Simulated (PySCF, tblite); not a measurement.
**C3H11BSi, a small molecule taken as a stand-in for a surface group (carbon-backed Si): NMR shifts, core binding energies and electronic excitations**

Wanted: the NMR shifts, core binding energies and electronic excitations for `B[Si](C)(C)C`.

Computed with tblite 0.8.0 and PySCF 2.14.0; each step states its level. No surroundings beyond the atoms listed, unless a continuum is named. Atoms count from 0, parts from 1.

## 1. Starting point

16 atoms, charge 0, multiplicity 1; geometry: distance geometry start.

## 2. Relaxing the cluster with GFN2-xTB

What the job is given:

```
{"job": {"kind": "relax", "xc": "GFN2-xTB", "basis": "xTB"}, "charge": 0, "multiplicity": 1}
C      1.278128    -0.302579     0.681690
Si     0.202035    -0.133072    -0.825080
C      1.274628     0.176258    -2.318377
C     -0.728502    -1.696355    -1.072539
B     -1.018464     1.372501    -0.593024
H      1.472029    -1.299312     0.835077
H      2.176267     0.190661     0.489136
H      0.814951     0.127700     1.480687
H      0.937337     1.017903    -2.798712
H      2.273115     0.306036    -2.019151
H      1.216727    -0.646516    -2.948776
H     -0.631494    -2.279668    -0.232038
H     -0.395304    -2.183953    -1.903428
H     -1.729418    -1.443250    -1.211080
H     -2.000652     1.278583    -1.124386
H     -0.513327     2.408406    -0.574545
```

With the program's defaults for keys left out, this is: GFN2-xTB geometry optimisation, gas phase.

On the command line:

```sh
> OMP_NUM_THREADS=1 python cluster_run.py task.json out
```

This one command runs all jobs of the session in turn.

The log of the run:

```text
step      E/eV     max force
  0    -405.48084    2.702
  1    -405.97090    1.084
  2    -406.12832    1.239
  3    -406.24365    0.947
  4    -406.33738    0.577
  5    -406.40887    0.486
  6    -406.45631    0.429
  7    -406.48089    0.323
  8    -406.49293    0.246
  9    -406.49875    0.168
 10    -406.50241    0.150
 11    -406.50512    0.142
 12    -406.50708    0.140
 13    -406.50821    0.074
 14    -406.50885    0.058
 15    -406.50932    0.082
 16    -406.50986    0.118
 17    -406.51071    0.126
 18    -406.51196    0.095
 19    -406.51346    0.104
 20    -406.51498    0.107
 21    -406.51659    0.167
 22    -406.51849    0.175
 23    -406.52043    0.127
 24    -406.52173    0.087
 25    -406.52243    0.067
 26    -406.52297    0.070
 27    -406.52362    0.065
 28    -406.52436    0.078
 29    -406.52501    0.062
 30    -406.52550    0.062
 31    -406.52599    0.059
 32    -406.52660    0.074
 33    -406.52732    0.083
 34    -406.52810    0.075
 35    -406.52907    0.080
 36    -406.53071    0.126
 37    -406.53357    0.196
 38    -406.53745    0.227
 39    -406.54177    0.164
 40    -406.54477    0.177
 41    -406.54455    0.151
 42    -406.54707    0.112
 43    -406.54804    0.119
 44    -406.54992    0.086
 45    -406.55080    0.072
 46    -406.55169    0.048
 47    -406.55190    0.114
 48    -406.55272    0.059
 49    -406.55334    0.070
 50    -406.55443    0.075
 51    -406.55518    0.099
 52    -406.55556    0.076
 53    -406.55648    0.088
 54    -406.55770    0.078
 55    -406.56387    0.123
 56    -406.56598    0.110
 57    -406.56818    0.104
 58    -406.56937    0.107
 59    -406.57074    0.115
 60    -406.57193    0.089
 61    -406.57285    0.116
 62    -406.57419    0.084
 63    -406.57587    0.072
 64    -406.57748    0.065
 65    -406.57810    0.055
 66    -406.57855    0.061
 67    -406.57920    0.067
 68    -406.58013    0.082
 69    -406.58138    0.100
 70    -406.58242    0.118
 71    -406.58346    0.198
 72    -406.58518    0.076
 73    -406.58673    0.071
 74    -406.58993    0.148
 75    -406.59180    0.109
 76    -406.59307    0.056
 77    -406.59290    0.121
 78    -406.59365    0.048
 79    -406.59393    0.046
 80    -406.59443    0.046
 81    -406.59483    0.053
 82    -406.59509    0.033
 83    -406.59543    0.034
 84    -406.59577    0.046
 85    -406.59604    0.043
 86    -406.59628    0.076
 87    -406.59651    0.043
 88    -406.59687    0.037
 89    -406.59721    0.041
 90    -406.59748    0.045
 91    -406.59807    0.051
 92    -406.59877    0.053
 93    -406.59968    0.070
 94    -406.60079    0.077
 95    -406.60213    0.072
 96    -406.60345    0.071
 97    -406.60460    0.080
 98    -406.60477    0.118
 99    -406.60565    0.141
100    -406.60678    0.071
101    -406.60772    0.043
102    -406.60810    0.155
103    -406.60951    0.063
104    -406.61006    0.047
105    -406.61050    0.052
106    -406.61071    0.040
107    -406.61118    0.035
108    -406.61142    0.030
109    -406.61160    0.033
110    -406.61176    0.036
111    -406.61196    0.033
112    -406.61219    0.038
113    -406.61243    0.035
114    -406.61263    0.047
115    -406.61282    0.033
116    -406.61303    0.031
117    -406.61334    0.031
118    -406.61350    0.035
119    -406.61368    0.032
120    -406.61385    0.036
121    -406.61400    0.029
122    -406.61415    0.030
123    -406.61429    0.027
124    -406.61446    0.042
125    -406.61462    0.037
126    -406.61476    0.023
127    -406.61484    0.021
128    -406.61490    0.022
129    -406.61495    0.019
130    -406.61500    0.014
131    -406.61504    0.012
132    -406.61508    0.011
133    -406.61510    0.013
134    -406.61512    0.013
135    -406.61514    0.013
136    -406.61517    0.010
137    -406.61519    0.011
138    -406.61521    0.010
139    -406.61523    0.013
140    -406.61527    0.014
141    -406.61531    0.014
142    -406.61535    0.013
143    -406.61538    0.012
144    -406.61540    0.013
145    -406.61543    0.018
146    -406.61548    0.023
147    -406.61555    0.022
148    -406.61561    0.016
149    -406.61565    0.014
150    -406.61568    0.010
151    -406.61569    0.007
```

It took 1.1 s on 1 thread of AMD EPYC 9R45, shared host.

The steps of the relaxation:

| step | energy from step 0 (eV) | largest force (eV/Å) |
| --- | --- | --- |
| 0 | 0.0000 | 2.7020 |
| 6 | -0.9755 | 0.4288 |
| 12 | -1.0262 | 0.1396 |
| 18 | -1.0311 | 0.0945 |
| 24 | -1.0409 | 0.0868 |
| 30 | -1.0447 | 0.0617 |
| 36 | -1.0499 | 0.1254 |
| 42 | -1.0662 | 0.1120 |
| 48 | -1.0719 | 0.0597 |
| 54 | -1.0769 | 0.0777 |
| 60 | -1.0911 | 0.0884 |
| 66 | -1.0977 | 0.0606 |
| 72 | -1.1043 | 0.0757 |
| 78 | -1.1128 | 0.0488 |
| 84 | -1.1149 | 0.0458 |
| 90 | -1.1166 | 0.0449 |
| 96 | -1.1226 | 0.0712 |
| 102 | -1.1273 | 0.1557 |
| 108 | -1.1306 | 0.0293 |
| 114 | -1.1318 | 0.0474 |
| 120 | -1.1330 | 0.0355 |
| 126 | -1.1339 | 0.0232 |
| 132 | -1.1342 | 0.0114 |
| 138 | -1.1344 | 0.0107 |
| 144 | -1.1346 | 0.0131 |
| 150 | -1.1348 | 0.0100 |
| 151 | -1.1348 | 0.0071 |

Close pairs (by a distance rule), those that changed most:

| bond | before (Å) | after (Å) | change (Å) |
| --- | --- | --- | --- |
| Si1–C3 | 1.836 | 1.919 | +0.083 |
| C0–H7 | 1.019 | 1.087 | +0.068 |
| C3–H12 | 1.019 | 1.086 | +0.067 |
| C0–Si1 | 1.859 | 1.921 | +0.062 |
| C2–H8 | 1.026 | 1.086 | +0.060 |
| Si1–C2 | 1.864 | 1.924 | +0.059 |
| C0–H5 | 1.027 | 1.086 | +0.059 |
| C3–H11 | 1.028 | 1.087 | +0.059 |

## 3. Optimising the geometry at PBE0-D3(BJ)/def2-SVP

What the job is given:

```
{"job": {"xc": "PBE0", "basis": "def2-SVP", "d3": "d3bj", "grid": 2, "kind": "geom", "shake": 0.01}, "charge": 0, "multiplicity": 1}
C      1.096437    -0.208697     1.505712
Si    -0.131259     0.146279     0.038350
C      0.963969     0.316697    -1.530557
C     -1.094917    -1.466102    -0.201686
B     -1.238559     1.747526     0.285000
H      1.686768    -1.055831     1.320512
H      1.754778     0.655919     1.658295
H      0.552161    -0.340704     2.425674
H      0.387698     0.485039    -2.397417
H      1.666375     1.154452    -1.418812
H      1.569891    -0.578595    -1.671145
H     -1.774222    -1.658750     0.656716
H     -0.509336    -2.323239    -0.321069
H     -1.773249    -1.410774    -1.075720
H     -2.369219     1.771849    -0.008936
H     -0.798768     2.753615     0.757226
```

The log of the run:

```text
step   0  E = -434.75993327  max force = 0.043372
step   1  E = -434.77038952  max force = 0.010695
step   2  E = -434.77096178  max force = 0.004321
step   3  E = -434.77110287  max force = 0.000633
step   4  E = -434.77113693  max force = 0.000752
step   5  E = -434.77116187  max force = 0.000608
step   6  E = -434.77117273  max force = 0.000408
optimisation converged
```

Run time: 30 s. Hardware: 1 thread of AMD EPYC 9R45, shared host; peak memory 0.75 GiB.

The steps of the relaxation:

| step | energy from step 0 (eV) | largest force component (eV/Å) |
| --- | --- | --- |
| 0 | 0.0000 | 2.2303 |
| 1 | -0.2845 | 0.5500 |
| 2 | -0.3001 | 0.2222 |
| 3 | -0.3039 | 0.0326 |
| 4 | -0.3049 | 0.0387 |
| 5 | -0.3055 | 0.0313 |
| 6 | -0.3058 | 0.0210 |

Close pairs (by a distance rule), those that changed most:

| bond | before (Å) | after (Å) | change (Å) |
| --- | --- | --- | --- |
| Si1–B4 | 1.962 | 2.020 | +0.058 |
| C3–H12 | 1.045 | 1.102 | +0.057 |
| C0–Si1 | 1.946 | 1.892 | -0.054 |
| C0–H5 | 1.049 | 1.102 | +0.053 |
| C2–H8 | 1.054 | 1.101 | +0.047 |
| B4–H14 | 1.168 | 1.212 | +0.043 |
| Si1–C2 | 1.921 | 1.896 | -0.025 |
| C0–H7 | 1.077 | 1.102 | +0.024 |

The end geometry stands in the next job.

| at the end point | value |
| --- | --- |
| point group (found at 0.08 Å tolerance) | C1 |
| rotational constants (GHz, main isotopes) | 3.152, 3.056, 3.001 |
| dipole moment (D) | 0.49 |

## 4. NMR shieldings: PBE0/pcSseg-1

What the job is given:

```
{"job": {"kind": "nmr", "xc": "PBE0", "basis": "pcSseg-1"}, "charge": 0, "multiplicity": 1}
C      0.925667    -0.367597     1.603913
Si    -0.101650     0.050104     0.071335
C      1.079136     0.495708    -1.343797
C     -1.104005    -1.469494    -0.429440
B     -1.242665     1.679934     0.420659
H      1.544093    -1.260539     1.417181
H      1.596103     0.463493     1.872448
H      0.286379    -0.579903     2.475440
H      0.535551     0.713628    -2.276303
H      1.691200     1.376026    -1.093205
H      1.761102    -0.347874    -1.539645
H     -1.805751    -1.768684     0.364914
H     -0.442614    -2.326068    -0.636363
H     -1.694848    -1.270146    -1.337419
H     -2.409401     1.766515     0.105925
H     -0.756071     2.659922     0.943136
```

Method: GIAO PBE0/pcSseg-1 NMR shielding, non-relativistic, gas phase.

The log of the run:

```text
coarse grid: 12792 points
cycle   1  E = -434.8355466268  dE = -7.656e-02  |g| = 4.893e-01  |ddm| = 3.301e+00
cycle   2  E = -434.8189987993  dE =  1.655e-02  |g| = 5.485e-01  |ddm| = 8.479e-01
cycle   3  E = -434.8986743103  dE = -7.968e-02  |g| = 2.985e-02  |ddm| = 4.775e-01
cycle   4  E = -434.8989382168  dE = -2.639e-04  |g| = 1.267e-02  |ddm| = 5.925e-02
cycle   5  E = -434.8989904487  dE = -5.223e-05  |g| = 1.957e-03  |ddm| = 1.539e-02
cycle   6  E = -434.8989913158  dE = -8.671e-07  |g| = 8.681e-04  |ddm| = 2.603e-03
final grid: 115856 points
cycle   7  E = -434.9268413989  dE = -2.603e-05  |g| = 7.142e-03  |ddm| = 2.267e-02
cycle   8  E = -434.9268380061  dE =  3.393e-06  |g| = 8.090e-03  |ddm| = 1.224e-02
cycle   9  E = -434.9268547367  dE = -1.673e-05  |g| = 4.023e-04  |ddm| = 6.487e-03
cycle  10  E = -434.9268547902  dE = -5.355e-08  |g| = 9.523e-05  |ddm| = 5.920e-04
cycle  11  E = -434.9268547933  dE = -3.040e-09  |g| = 1.657e-05  |ddm| = 1.466e-04
cycle  12  E = -434.9268547933  dE = -5.525e-11  |g| = 5.976e-06  |ddm| = 2.627e-05
converged SCF energy = -434.9268547933

GIAO shielding tensors (ppm)
atom      isotropic    diamagn.    paramagn.     s11        s22        s33       span
  0 C      186.498     254.159     -67.662    179.613    185.727    194.153     14.540
  1 Si     372.518     881.007    -508.489    354.942    366.326    396.286     41.344
  2 C      188.069     254.171     -66.101    182.258    188.277    193.673     11.415
  3 C      185.876     254.469     -68.593    181.238    184.786    191.604     10.366
  4 B      -23.357     197.417    -220.773   -159.033    -51.815    140.778    299.811
  5 H       31.147      31.078       0.069     27.184     29.121     37.135      9.951
  6 H       30.978      30.880       0.098     26.211     28.185     38.538     12.327
  7 H       31.181      30.687       0.493     26.842     28.578     38.122     11.280
  8 H       31.393      30.868       0.525     26.629     28.944     38.607     11.978
  9 H       31.214      30.908       0.306     26.257     28.595     38.789     12.532
 10 H       31.116      31.093       0.024     27.534     28.737     37.078      9.544
 11 H       31.007      30.803       0.205     26.808     28.222     37.992     11.185
 12 H       31.214      31.186       0.027     27.006     29.438     37.196     10.190
 13 H       30.959      30.939       0.020     26.628     27.969     38.280     11.653
 14 H       20.607      29.752      -9.144      7.204     27.016     27.603     20.399
 15 H       20.687      29.889      -9.202      6.919     27.225     27.917     20.998
```

Run time: 8 s. Hardware: 1 thread of AMD EPYC 9R45, shared host; peak memory 0.83 GiB.

Shifts follow as δ = σ(reference) − σ, with reference shieldings (ppm) from runs at the same level and on the same kind of geometry: 1H TMS 31.27, 13C TMS 184.4, 29Si TMS 352.0, 11B BF3·OEt2 100.7. The references are single molecules in the gas phase.

| atoms | environment | σ (ppm) | δ (ppm) |
| --- | --- | --- | --- |
| C3 | carbon bonded to Si, 3 H | 185.9 | -1.5 |
| C0 | carbon bonded to Si, 3 H | 186.5 | -2.1 |
| C2 | carbon bonded to Si, 3 H | 188.1 | -3.7 |
| H14 | hydrogen on a boron bonded to Si | 20.61 | 10.66 |
| H15 | hydrogen on a boron bonded to Si | 20.69 | 10.58 |
| H13 | hydrogen on a carbon bonded to Si | 30.96 | 0.31 |
| H6 | hydrogen on a carbon bonded to Si | 30.98 | 0.29 |
| H11 | hydrogen on a carbon bonded to Si | 31.01 | 0.26 |
| H10 | hydrogen on a carbon bonded to Si | 31.12 | 0.15 |
| H5 | hydrogen on a carbon bonded to Si | 31.15 | 0.12 |
| H7 | hydrogen on a carbon bonded to Si | 31.18 | 0.09 |
| H12 | hydrogen on a carbon bonded to Si | 31.21 | 0.05 |
| H9 | hydrogen on a carbon bonded to Si | 31.21 | 0.05 |
| H8 | hydrogen on a carbon bonded to Si | 31.39 | -0.13 |
| Si1 | silicon bonded to 3 C, B | 372.5 | -20.5 |
| B4 | boron bonded to Si, 2 H | -23.4 | 124.1 |

Charges from the same density, by scheme (e):

| atoms | Mulliken | IAO | Hirshfeld | ESP fit |
| --- | --- | --- | --- | --- |
| C0 | -0.61 | -0.70 | -0.21 | -0.72 |
| Si1 | 0.69 | 0.94 | 0.33 | 0.83 |
| C2 | -0.62 | -0.70 | -0.21 | -0.59 |
| C3 | -0.62 | -0.71 | -0.22 | -0.78 |
| B4 | -0.13 | -0.21 | 0.08 | 0.14 |

Mayer bond orders: C0–Si1 0.96, Si1–C2 0.96, Si1–C3 0.96, Si1–B4 0.98.

[end of part 1 of 2]
